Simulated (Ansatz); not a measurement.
# CH9OSbSi2: the cost of one run

All numbers below are computed with Ansatz 0.2.0 (RHF/def2-SVP).

**1. The structure to begin with**

Bond lengths: O1–Si2 1.666 Å, Si2–C3 1.876 Å, C3–Si4 1.971 Å, C3–Sb5 2.146 Å, O1–H6 1.060 Å, Si2–H7 1.478 Å, Si2–H8 1.499 Å, C3–H9 1.049 Å, Si4–H10 1.449 Å, Si4–H11 1.462 Å, Si4–H12 1.439 Å, Sb5–H13 1.799 Å, Sb5–H14 1.719 Å. Angles (14 of 22 angles, heavy atoms first): O1–Si2–C3 109.8°, Si2–C3–Si4 108.0°, Si2–C3–Sb5 110.6°, Si4–C3–Sb5 108.2°, O1–Si2–H7 108.7°, O1–Si2–H8 111.7°, C3–Si2–H7 109.5°, C3–Si2–H8 109.0°, Si2–O1–H6 105.0°, Si2–C3–H9 108.7°, Si4–C3–H9 109.7°, Sb5–C3–H9 111.6°, C3–Si4–H10 107.6°, C3–Si4–H11 105.9°.

As a file:

```xyz
14

O    -2.1008   -0.6157    1.6084
Si   -0.4504   -0.5935    1.3785
C    -0.0647   -0.1895   -0.4120
Si    1.8881   -0.2983   -0.6540
Sb   -0.6883    1.8079   -0.8871
H    -2.3816    0.4044    1.6742
H     0.0928   -1.9268    1.7120
H     0.2179    0.4177    2.2611
H    -0.5372   -0.8974   -1.0252
H     2.4961    0.6501    0.2579
H     2.2561   -1.6728   -0.3183
H     2.1540    0.0133   -2.0336
H    -2.4195    1.3227   -0.9598
H    -0.4754    1.5489   -2.5734
```

**2. End point A**

The input, input.yaml:

```yaml
crystal:
  periodic: [false, false, false]
  atoms:
    - { symbol: O, position_ang: [-2.1008, -0.6157, 1.6084] }
    - { symbol: Si, position_ang: [-0.4504, -0.5935, 1.3785] }
    - { symbol: C, position_ang: [-0.0647, -0.1895, -0.412] }
    - { symbol: Si, position_ang: [1.8881, -0.2983, -0.654] }
    - { symbol: Sb, position_ang: [-0.6883, 1.8079, -0.8871] }
    - { symbol: H, position_ang: [-2.3816, 0.4044, 1.6742] }
    - { symbol: H, position_ang: [0.0928, -1.9268, 1.712] }
    - { symbol: H, position_ang: [0.2179, 0.4177, 2.2611] }
    - { symbol: H, position_ang: [-0.5372, -0.8974, -1.0252] }
    - { symbol: H, position_ang: [2.4961, 0.6501, 0.2579] }
    - { symbol: H, position_ang: [2.2561, -1.6728, -0.3183] }
    - { symbol: H, position_ang: [2.154, 0.0133, -2.0336] }
    - { symbol: H, position_ang: [-2.4195, 1.3227, -0.9598] }
    - { symbol: H, position_ang: [-0.4754, 1.5489, -2.5734] }
basis:
  gaussian: { orbitals: def2-SVP }
hamiltonian:
  xc: hf
relax:
  f_tol: 0.015
  max_steps: 40
```

Launch:

```bash
ansatz run input.yaml --threads 2 --pin off --max-ram 3072MiB --backend cpu --events-out ev --progress --plain --runs-dir out
```

Q: Estimate wall time and peak memory on 2 threads of Arm Neoverse V1, shared host.

About 98 s, with a peak of 0.35 GiB.
